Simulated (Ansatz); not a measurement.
# Ag: other elements on the same sites

The task here is to estimate one member of a computed series from the others.

Computed with Ansatz 0.2.0 (DFT r2SCAN, scalar-relativistic, plane waves, PAW, unless a step's input says otherwise).

1 further run of the same task is left out (set aside as unsound or not needed).

## The structure to begin with

The structure is hexagonal, space group P6_3/mmc (No. 194). The conventional cell has a = 2.903 Å, b = 2.903 Å, c = 9.483 Å, α = 90.00°, β = 90.00°, γ = 120.00°. Ag (site symmetry -3m) is surrounded by 12 Ag at 2.90 Å. Ag (site symmetry -6m2) is surrounded by 12 Ag at 2.90 Å.

Structure file:

```cif
data_structure
_symmetry_space_group_name_H-M 'P6_3/mmc'
_symmetry_Int_Tables_number 194
_cell_length_a 2.9034
_cell_length_b 2.9034
_cell_length_c 9.4834
_cell_angle_alpha 90.000
_cell_angle_beta 90.000
_cell_angle_gamma 120.000
_cell_volume 69.23
loop_
_atom_site_label
_atom_site_type_symbol
_atom_site_symmetry_multiplicity
_atom_site_Wyckoff_symbol
_atom_site_fract_x
_atom_site_fract_y
_atom_site_fract_z
_atom_site_occupancy
Ag1 Ag 2 a 0.00000 0.00000 0.00000 1
Ag2 Ag 2 c 0.33333 0.66667 0.25000 1
```

It goes back to an entry of the Materials Project, which need not be the stable form.

This cell was relaxed beforehand with the same method: volume 17.31 Å³/atom, gap on the mesh none (metal).

Set-up of the first run:

Contents of input.yaml:

```yaml
crystal:
  lattice:
    - [2.7797553795, 0.0, 0.0]
    - [-1.3898776897, 2.407338775, 0.0]
    - [0.0, 0.0, 9.0795519202]
  atoms:
    - { symbol: Au, position: [0.0, 0.0, 0.0] }
    - { symbol: Au, position: [0.0, 0.0, 0.5] }
    - { symbol: Au, position: [0.3333333333, 0.6666666667, 0.25] }
    - { symbol: Au, position: [0.6666666667, 0.3333333333, 0.75] }
basis:
  ecutwfc: 500
kpoints:
  mp_grid: { grid: [6, 6, 2] }
hamiltonian:
  xc: r2scan
scf:
  occupations: { method: gaussian, width: 0.1 }
output:
  forces: true
  stress: true
  eigenvalues: true
```

The run is started by

```
ansatz run input.yaml --threads 1 --pin off --max-ram 2560MiB --backend cpu --events-out ev --progress --plain --runs-dir out
```

Steps of the session up to this table: Quick check of gap, pressure and forces (Au); A loose first relaxation (Au); The relaxation (Au).

One of the session's tables, all rows but one given; the rest of the session is left out.

Lengths are those of the vectors of the cell that was run:

| swap | volume (Å³/atom) | a (Å) | b (Å) | c (Å) |
| --- | --- | --- | --- | --- |
| none | 17.31 | 2.903 | 2.903 | 9.483 |
| Ag → Cd | 22.11 | 2.961 | 2.961 | 11.647 |
| Ag → Cu | 11.45 | 2.529 | 2.529 | 8.265 |
| Ag → Tl | 30.22 | 3.628 | 3.628 | 10.604 |
| Ag → Au | ? | ? | ? | ? |

Estimate the missing values for Ag → Au.

As computed: volume (Å³/atom): 17.56; a (Å): 2.909; b (Å): 2.909; c (Å): 9.582. In the column «volume (Å³/atom)» it lies between none (17.31) and Ag → Cd (22.11).

Lengths are those of the computed cell. Rows of earlier swaps come from the sessions before.
